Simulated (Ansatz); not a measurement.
Write a Python script for Ansatz 0.2.0 through its Python package that makes a single point in a Gaussian basis of CH₇AlBFSi, SMILES B[C](F)([AlH2])[SiH3]. Use: wB97X, 6-31G basis, multiplicity 1.

```yaml
atoms:
  - { symbol: B, position_ang: [-1.0998, 1.1288, 0.5943] }
  - { symbol: C, position_ang: [0.0703, 0.5435, -0.2198] }
  - { symbol: F, position_ang: [0.8249, 1.5657, -0.7412] }
  - { symbol: Al, position_ang: [-0.5449, -0.5505, -1.7269] }
  - { symbol: Si, position_ang: [1.1175, -0.5382, 0.8834] }
  - { symbol: H, position_ang: [-1.8941, 1.9246, 0.0333] }
  - { symbol: H, position_ang: [-1.2945, 0.9379, 1.7317] }
  - { symbol: H, position_ang: [-1.7244, -1.6056, -1.3927] }
  - { symbol: H, position_ang: [0.4372, -1.0314, -2.7783] }
  - { symbol: H, position_ang: [2.2410, -1.0924, 0.1602] }
  - { symbol: H, position_ang: [0.2838, -1.6244, 1.4626] }
  - { symbol: H, position_ang: [1.6600, 0.2867, 2.0272] }
```

`energy.py`
```python
from pathlib import Path
import warnings

import ansatz as az
from ase import Atoms
import numpy as np

warnings.simplefilter("ignore", az.DeckWarning)

atoms = Atoms(["B", "C", "F", "Al", "Si", "H", "H", "H", "H", "H", "H", "H"], positions=[
    [-1.0998, 1.1288, 0.5943],
    [0.0703, 0.5435, -0.2198],
    [0.8249, 1.5657, -0.7412],
    [-0.5449, -0.5505, -1.7269],
    [1.1175, -0.5382, 0.8834],
    [-1.8941, 1.9246, 0.0333],
    [-1.2945, 0.9379, 1.7317],
    [-1.7244, -1.6056, -1.3927],
    [0.4372, -1.0314, -2.7783],
    [2.241, -1.0924, 0.1602],
    [0.2838, -1.6244, 1.4626],
    [1.66, 0.2867, 2.0272],
])
geometry = az.Crystal.molecule_from_ase(atoms)

calculation = (
    geometry.calculation()
    .basis(gaussian="6-31G")
    .functional(az.LibraryFunctional("wB97X"))
    .forces()
    .orbitals()
)
outcome = calculation.run(threads=1, backend="cpu", runs_dir="runs")
rep = outcome.report

print(f"E = {rep['free_energy_ev']:.6f} eV = {rep['free_energy_ev'] / 27.211386246:.7f} Ha")
print("converged:", rep["converged"], " doubts:", rep["published_state_doubts"] or "none")

field = rep["mean_field"]
print("<S^2> =", round(abs(field["state"]["spin_squared"]), 4), " all-electron relativity setting:", field["relativity"])
print("passes:", field["passes"])
if "symmetry" in field:
    print("occupied orbitals by irrep:", field["symmetry"]["occupied"])

symbols = [site.symbol for site in geometry.cartesian_sites]
print("forces (eV/A)")
for symbol, f in zip(symbols, rep["forces_ev_ang"]):
    print(f"  {symbol:2s} {f[0]:9.4f} {f[1]:9.4f} {f[2]:9.4f}")

charges = rep["charge_distribution"]
print("dipole moment", round(4.803205 * float(np.linalg.norm(charges["dipole_moment_e_ang"])), 3), "D")
print("Mulliken:", [(s, round(q, 3)) for s, q in zip(symbols, charges["mulliken_charges_e"])])

lines = Path(rep["orbitals_path"]).read_text().splitlines()
field_of = lambda key: [line.split("=")[1].strip() for line in lines if line.startswith(key)]
orbitals = [(27.211386 * float(e), s, float(n)) for e, s, n in zip(field_of("Ene="), field_of("Spin="), field_of("Occup="))]
homo = max(e for e, _, n in orbitals if n > 0.5)
lumo = min(e for e, _, n in orbitals if n < 0.5)
print(f"HOMO {homo:.3f} eV, LUMO {lumo:.3f} eV, gap {lumo - homo:.3f} eV")
```

```console
$ python energy.py
E = -19011.441652 eV = -698.6575943 Ha
converged: True  doubts: none
<S^2> = 0.0  all-electron relativity setting: none
passes: {'evaluations': 14, 'products': 14}
occupied orbitals by irrep: [{'A': 27}, {'A': 27}]
forces (eV/A)
  B    -1.3677    1.5602   -1.0132
  C    -2.1704   -2.1119    1.1106
  F     2.2068    3.0236   -1.6749
  Al   -0.8305   -1.2423    1.0392
  Si    0.4899    0.2180    1.3079
  H     0.8855   -0.4602    0.5177
  H    -0.3215   -0.6068    0.6507
  H    -0.2434    0.3290   -0.1387
  H     0.7815    0.1082   -1.1432
  H     0.8391   -0.5180   -0.5094
  H    -0.2080   -0.2089   -0.0030
  H    -0.0612   -0.0910   -0.1435
dipole moment 1.241 D
Mulliken: [('B', 0.276), ('C', -0.53), ('F', -0.318), ('Al', 0.71), ('Si', 0.562), ('H', -0.05), ('H', -0.015), ('H', -0.183), ('H', -0.156), ('H', -0.103), ('H', -0.098), ('H', -0.096)]
HOMO -9.683 eV, LUMO -0.357 eV, gap 9.326 eV
```

Reading the output:
- The settings weren't tested for convergence.
- The geometry is a force-field or estimated start, not a minimum of this method, and the basis set is short of its limit.
- Levels such as HOMO and LUMO are orbital energies: with these approximate functionals they aren't the ionisation energy and electron affinity, and their gap isn't the fundamental gap.
- Run time: 7.6 s on 1 thread of AMD EPYC 9R14 (Zen 4), with other jobs on the host, peak memory 0.3 GiB.

(Lines on the test bed's own set-up are left out of the output.)
